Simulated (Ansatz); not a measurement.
Wanted: the native input for an Ansatz 0.2.0 run.

```yaml
Task: projected density of states
Functional: revPBE
Potentials_or_basis: Ansatz PAW
Cutoff: "420 eV (not typed: the program's choice for these potentials)"
k_mesh: 4 × 4 × 4
Occupations: fermi-dirac, width 0.05 eV
Spin: no spin polarisation
```

GaGe3:

```xyz
4
Lattice="0.0000 3.3872 3.3872 3.3872 0.0000 3.3872 3.3872 3.3872 0.0000" Properties=species:S:1:pos:R:3 pbc="T T T"
Ge    3.3872    3.3872    3.3872
Ge    5.0808    5.0808    5.0808
Ge    1.6936    1.6936    1.6936
Ga    0.0000    0.0000    0.0000
```

The cell comes from a database or a generator and needn't be the stable form of this composition.

One way to write it, as run:

input.yaml

```yaml
crystal:
  lattice:
    - [0.0, 3.387167, 3.387167]
    - [3.387167, 0.0, 3.387167]
    - [3.387167, 3.387167, 0.0]
  atoms:
    - { symbol: Ge, position: [0.5, 0.5, 0.5] }
    - { symbol: Ge, position: [0.75, 0.75, 0.75] }
    - { symbol: Ge, position: [0.25, 0.25, 0.25] }
    - { symbol: Ga, position: [0.0, 0.0, 0.0] }
hamiltonian:
  xc: revpbe
  pseudopotentials: { kind: paw }
kpoints:
  mp_grid: { grid: [4, 4, 4] }
scf:
  occupations: { method: fermi_dirac, width: 0.05 }
  n_extra_bands: 10
output:
  forces: true
  stress: true
  eigenvalues: true
  dos: { projected: true, de: 0.05, nscf_kmesh: { grid: [6, 6, 6] } }
  write_density: true
  write_potential: true
  elf: true
  volumetric_format: npy
```

Potentials or basis: Ansatz PAW.

Launch:

```console
$ ansatz run input.yaml --threads 2 --pin off --max-ram 5632MiB --backend cpu --events-out ev --progress --plain --runs-dir out
```

It gave:

| Item | Value |
| --- | --- |
| Pressure | 1.6 GPa |
| Band gap on the k mesh | none (metal or under the smearing width) |
| Density of states at the Fermi level | 2.33 states/eV per cell |

Caveat: the k mesh is coarse (spacing up to 0.40 Å⁻¹), so the values aren't converged; the PAW data sets come from PBE, with cores solved anew for the run's functional, which leaves a small shift of forces and pressure.

Wall time 2.2 s on 2 threads of Arm Neoverse V1, on a shared host, peak memory 0.35 GiB.
